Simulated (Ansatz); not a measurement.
The system is NbTe4.

```
Te Nb
1.0
     6.55100    0.00000    0.00000
     0.00000    6.55100    0.00000
     0.00000    0.00000    6.84700
Te Nb
8 2
Direct
  0.67220 0.85600 0.50000
  0.14400 0.67220 0.50000
  0.32780 0.14400 0.50000
  0.85600 0.32780 0.50000
  0.32780 0.85600 0.00000
  0.85600 0.67220 0.00000
  0.67220 0.14400 0.00000
  0.14400 0.32780 0.00000
  0.00000 0.00000 0.73500
  0.00000 0.00000 0.23500
```

Base run:

| Item | Value |
| --- | --- |
| Program | Ansatz 0.2.0 |
| Functional | LDA |
| Potentials or basis | all-electron LAPW, scalar-relativistic |
| Cutoff | 212 eV (chosen from the basis error) |
| Basis error allowed | 0.002 eV/atom |
| k mesh | 4 × 4 × 4 |
| Occupations | fermi-dirac, width 0.05 eV |
| Spin | no spin polarisation |

Its results: pressure -3.3 GPa; largest force 1.055 eV/Å.

Task: The run is repeated on the same cell with these changes: functional from LDA to PBEsol. What comes out?

Result: Pressure -1.9 GPa; largest force 1.096 eV/Å.

PBEsol binds less tightly than LDA, so the same cell stands under more pressure.

Caveats: forces of over 1 eV/Å show positions far from the minimum, so gaps and moduli don't describe the material at rest.
